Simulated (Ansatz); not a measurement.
# C₂H₅BO₂: how energies converge with the basis set

Aim: see how fast density functionals converge with the basis set for C₂H₅BO₂.

Program: Ansatz 0.2.0, Gaussian basis. Level of theory: one geometry, several basis sets. These are calculated values, not measurements.

Plan: PBE0-D4/def2-SVP; ωB97M-V/def2-SVP; PBE0-D4/def2-QZVPP; ωB97M-V/def2-QZVPP; the functionals' def2-TZVPP values are taken from earlier runs.

## (1) The geometry

The geometry comes from an earlier relaxation with PBE0-D4 in a triple-zeta def2 set; it is a stationary point, not always the lowest conformer.

SMILES `BOC(C)=O`, 10 atoms, charge 0, spin multiplicity 1.

Atoms are counted from 1 here; the program's logs count them from 0.

Bond lengths: B1–O2 1.364 Å, B1–H6 1.194 Å, B1–H7 1.192 Å, O2–C3 1.377 Å, C3–C4 1.492 Å, C3–O5 1.191 Å, C4–H8 1.092 Å, C4–H9 1.087 Å, C4–H10 1.092 Å. Angles: O2–B1–H6 115.5°, O2–B1–H7 120.5°, H6–B1–H7 124.0°, B1–O2–C3 122.4°, O2–C3–C4 110.9°, O2–C3–O5 122.5°, C4–C3–O5 126.5°, C3–C4–H8 109.8°, C3–C4–H9 110.0°, C3–C4–H10 109.3°, H8–C4–H9 110.4°, H8–C4–H10 107.0°, H9–C4–H10 110.3°.

## (2) PBE0-D4 in def2-SVP

Input file in.yaml:

```yaml
crystal:
  periodic: [false, false, false]
  atoms:
    - {symbol: B, position_ang: [-0.349507, 1.777249, -0.869223]}
    - {symbol: O, position_ang: [-0.610691, 0.581859, -0.265739]}
    - {symbol: C, position_ang: [0.304136, -0.447596, -0.241682]}
    - {symbol: C, position_ang: [0.087071, -1.325664, 0.944914]}
    - {symbol: O, position_ang: [1.118278, -0.600395, -1.096930]}
    - {symbol: H, position_ang: [-1.268485, 2.536996, -0.921701]}
    - {symbol: H, position_ang: [0.745876, 2.025688, -1.269792]}
    - {symbol: H, position_ang: [0.175915, -0.737817, 1.860903]}
    - {symbol: H, position_ang: [0.809871, -2.137232, 0.943639]}
    - {symbol: H, position_ang: [-0.929363, -1.724087, 0.918410]}
basis:
  gaussian: {orbitals: def2-SVP}
hamiltonian: {xc: pbe0, dispersion: d4}
output: {orbitals: {seedname: orbitals}}
```

On the command line:

```
$ ansatz run in.yaml --threads 4 --pin off --events-out ev --progress --plain --max-ram 10444MiB
```

Further steps of the session: ωB97M-V in def2-SVP; PBE0-D4 in def2-QZVPP; ωB97M-V in def2-QZVPP.

Before running them: what should the planned runs give, taken together? Wanted: PBE0-D4: double and triple zeta above quadruple; ωB97M-V: double and triple zeta above quadruple.

As calculated:

```
                                       quantity          value
PBE0-D4: double and triple zeta above quadruple  8.30, 0.39 eV
ωB97M-V: double and triple zeta above quadruple  8.58, 0.37 eV
```

**Reading.** For PBE0-D4 the step from double to triple zeta gains 7.92 eV and the next only 0.39 eV. These are total energies; as a rule much of such shifts cancels in differences, which this series doesn't test.
